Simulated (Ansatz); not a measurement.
# F₂GaH₃Si: a ladder of functionals and wavefunction methods

One table from this session's results is given with a row withheld; the runs are named, their logs left out.

Method: functionals in def2-TZVPP, the program's frozen cores in correlated methods; program: Ansatz 0.2.0, Gaussian basis.

Plan: LDA (SPW92), PBE-D4, revPBE-D4, BLYP-D4, r2SCAN-D4, B97M-V, PBE0-D4, B3LYP-D4, r2SCANh-D4, r2SCAN0-D4, HSE06-D4, BHLYP-D4, CAM-B3LYP-D4, LC-ωPBE, ωB97X-V, ωB97M-V, B2PLYP, PBE-QIDH; CCSD(T)/def2-SVP; CCSD(T)/def2-TZVPP; MP2/def2-QZVPP; extrapolation to the limit; RPA on PBE.

## The relaxed structure

All runs share one geometry, relaxed beforehand with PBE0-D4 in a triple-zeta def2 set.

7 atoms, charge 0, spin multiplicity 1.

Atoms are counted from 1 here; the program's logs count them from 0.

Bond lengths: F1–Ga2 1.750 Å, Ga2–F3 1.749 Å, Ga2–Si4 2.387 Å, Si4–H5 1.482 Å, Si4–H6 1.483 Å, Si4–H7 1.485 Å. Angles: F1–Ga2–F3 110.4°, F1–Ga2–Si4 124.4°, F3–Ga2–Si4 125.2°, Ga2–Si4–H5 109.3°, Ga2–Si4–H6 108.8°, Ga2–Si4–H7 107.8°, H5–Si4–H6 110.6°, H5–Si4–H7 110.2°, H6–Si4–H7 110.0°.

As a file:

```csv
atom,x (Å),y (Å),z (Å)
F1,0.33768,-1.71692,2.04198
Ga2,0.74981,-0.87223,0.56598
F3,2.30465,-1.40952,-0.02928
Si4,-0.63614,0.76189,-0.48686
H5,0.19117,1.59406,-1.39286
H6,-1.26761,1.59962,0.56148
H7,-1.67955,0.04308,-1.26044
```

The first run:

File in.yaml:

```yaml
crystal:
  periodic: [false, false, false]
  atoms:
    - {symbol: F, position_ang: [0.337677, -1.716921, 2.041980]}
    - {symbol: Ga, position_ang: [0.749809, -0.872232, 0.565976]}
    - {symbol: F, position_ang: [2.304646, -1.409519, -0.029280]}
    - {symbol: Si, position_ang: [-0.636136, 0.761895, -0.486856]}
    - {symbol: H, position_ang: [0.191165, 1.594062, -1.392856]}
    - {symbol: H, position_ang: [-1.267612, 1.599622, 0.561478]}
    - {symbol: H, position_ang: [-1.679549, 0.043083, -1.260442]}
basis:
  gaussian: {orbitals: def2-TZVPP}
hamiltonian: {xc: lda}
output: {orbitals: {seedname: orbitals}}
```

Among the steps run: LDA; PBE-D4 (GGA); revPBE-D4 (GGA); BLYP-D4 (GGA); r2SCAN-D4 (meta-GGA); B97M-V (meta-GGA); PBE0-D4 (hybrid); B3LYP-D4 (hybrid); r2SCANh-D4 (hybrid); r2SCAN0-D4 (hybrid); HSE06-D4 (hybrid); BHLYP-D4 (hybrid); CAM-B3LYP-D4 (range-separated); LC-ωPBE (range-separated); ωB97X-V (range-separated); ωB97M-V (range-separated); B2PLYP (double hybrid); PBE-QIDH (double hybrid).

One of the session's tables, all rows but one given; the rest of the session is left out.

It belongs to the step «Orbital energies across the functionals». 

| functional | HOMO (eV) | LUMO (eV) | gap (eV) |
| --- | --- | --- | --- |
| LDA (SPW92) | -7.99 | -2.76 | 5.23 |
| PBE-D4 | ? | ? | ? |
| revPBE-D4 | -7.71 | -2.40 | 5.31 |
| BLYP-D4 | -7.68 | -2.44 | 5.24 |
| r2SCAN-D4 | -8.11 | -2.34 | 5.76 |
| B97M-V | -8.19 | -2.51 | 5.68 |
| PBE0-D4 | -9.08 | -1.76 | 7.32 |
| B3LYP-D4 | -8.88 | -2.01 | 6.87 |
| r2SCANh-D4 | -8.59 | -2.07 | 6.51 |
| r2SCAN0-D4 | -9.29 | -1.67 | 7.62 |
| HSE06-D4 | -8.68 | -2.13 | 6.55 |
| BHLYP-D4 | -10.23 | -1.02 | 9.21 |
| CAM-B3LYP-D4 | -10.41 | -0.82 | 9.59 |
| LC-ωPBE | -11.66 | 0.36 | 12.02 |
| ωB97X-V | -11.33 | 0.22 | 11.56 |
| ωB97M-V | -11.17 | 0.01 | 11.18 |

Estimate the missing values for PBE-D4.

The run gave: HOMO (eV): -7.79; LUMO (eV): -2.51; gap (eV): 5.28. In the column «HOMO (eV)» it lies between LDA (SPW92) (-7.99) and revPBE-D4 (-7.71).
